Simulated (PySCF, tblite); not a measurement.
**CH₆ClFOSi₂, a small molecule taken as a stand-in for a surface group (C site with back bonds [SiH3], O[SiH3], F): NMR shifts, core binding energies and electronic excitations**

Aim: the NMR shifts, core binding energies and electronic excitations of `FC([SiH3])(Cl)O[SiH3]`.

Programs: tblite 0.8.0 and PySCF 2.14.0. All values are calculated, for the isolated system unless a continuum is named. Atoms count from 0, parts from 1.

## Step 1: Starting point

12 atoms, charge 0, multiplicity 1; geometry: distance geometry start.

## Step 2: Relaxing the cluster with GFN2-xTB

What the job is given:

```
{"job": {"kind": "relax", "xc": "GFN2-xTB", "basis": "xTB"}, "charge": 0, "multiplicity": 1}
C      0.696503    -1.035352    -0.877541
Si     2.265366    -1.557667    -0.083664
O     -0.255280    -0.730726     0.081361
Si    -0.258676     0.713369     1.084283
F      0.920851    -0.005748    -1.620380
Cl     0.103236    -2.374584    -1.876427
H      3.346943    -1.230696    -0.907280
H      2.258029    -2.949887     0.183169
H      2.393276    -0.857863     1.179886
H     -1.539257     0.984993     1.569098
H      0.189418     1.829217     0.294824
H      0.677006     0.553398     2.178537
```

Method: GFN2-xTB geometry optimisation, gas phase.

Launch:

```
OMP_NUM_THREADS=1 python cluster_run.py task.json out
```

One launch serves the whole session: the jobs run in the order shown.

**Question.** The jobs that follow are: PBE0-D3(BJ)/def2-SVP geometry optimisation, gas phase; GIAO PBE0/pcSseg-1 NMR shielding, non-relativistic, gas phase; delta-SCF UKS SCAN, pcX-2 on the ionised atom, pcseg-1 elsewhere, spin-free X2C; TDDFT CAM-B3LYP/def2-SVPD, vertical, gas phase, core orbitals frozen in the response. Predict: point group; rotational constants (main isotopes); 13C shifts against TMS (PBE0/pcSseg-1); 1H shifts against TMS (PBE0/pcSseg-1); 29Si shifts against TMS (PBE0/pcSseg-1); 17O shifts against H2O (PBE0/pcSseg-1); 19F shifts against CFCl3 (PBE0/pcSseg-1); 35Cl shifts against HCl (PBE0/pcSseg-1); potential on the surface of density 0.002 e/bohr³, 1st and 99th percentile; C1s binding energies, SCAN/pcX-2; Si2p binding energies, SCAN/pcX-2 (standing for 1 of 2 atoms); O1s binding energies, SCAN/pcX-2; F1s binding energies, SCAN/pcX-2; Cl2p binding energies, SCAN/pcX-2; lowest singlet (CAM-B3LYP/def2-SVPD); brightest single state of those computed; lowest triplet; vertical ionisation energy (ΔSCF).

The runs gave:

```
                                                                  quantity                                   value
                                                               point group                                      C1
                                      rotational constants (main isotopes)                    2.51, 1.31, 1.10 GHz
                                    13C shifts against TMS (PBE0/pcSseg-1)                               131.2 ppm
                                     1H shifts against TMS (PBE0/pcSseg-1)  5.23, 4.98, 4.68, 4.17, 4.13, 4.11 ppm
                                   29Si shifts against TMS (PBE0/pcSseg-1)                        -33.2, -55.4 ppm
                                    17O shifts against H2O (PBE0/pcSseg-1)                               129.1 ppm
                                  19F shifts against CFCl3 (PBE0/pcSseg-1)                               -55.9 ppm
                                   35Cl shifts against HCl (PBE0/pcSseg-1)                                 375 ppm
potential on the surface of density 0.002 e/bohr³, 1st and 99th percentile                      -0.68 V and 1.45 V
                                          C1s binding energies, SCAN/pcX-2                            C0 295.60 eV
             Si2p binding energies, SCAN/pcX-2 (standing for 1 of 2 atoms)                           Si1 107.52 eV
                                          O1s binding energies, SCAN/pcX-2                            O2 539.15 eV
                                          F1s binding energies, SCAN/pcX-2                            F4 692.99 eV
                                         Cl2p binding energies, SCAN/pcX-2                           Cl5 206.39 eV
                                      lowest singlet (CAM-B3LYP/def2-SVPD)             7.02 eV (177 nm), f = 0.050
                                  brightest single state of those computed             state 5, 8.04 eV, f = 0.088
                                                            lowest triplet                                 6.16 eV
                                         vertical ionisation energy (ΔSCF)                                10.76 eV
```

What this shows: The start of the PBE0/def2-SVP relaxation was shaken at random by about 0.01 Å, so part of the energy gained, and of the first lengths quoted, undoes that. Relaxing lowered the energy by 0.262 eV in 19 steps; the close pair that moved most is O2–Si3, from 1.626 to 1.707 Å (PBE0/def2-SVP). Hydrogens of an XH3 group are listed apart at this fixed geometry; free rotation makes them one line at their mean. At PBE0/pcSseg-1: The largest span, 750 ppm, is at Cl5, where the paramagnetic term is -580 ppm. The lowest singlet, at 7.02 eV, is HOMO→LUMO 0.63 and is bright; of the 6 states computed, the strongest absorption comes from state 5 at 8.04 eV (the last state computed absorbs too, and its partners may lie past the list). The lowest triplet lies 0.85 eV below the lowest singlet (triplets in Tamm-Dancoff, singlets in full TDDFT). The orbital energy would give 9.99 eV for ionisation, ΔSCF gives 10.76 eV. A capped cluster stands for the solid here, so long-range fields and strain are missing, and bands or shifts of the capping hydrogens have no counterpart in it.
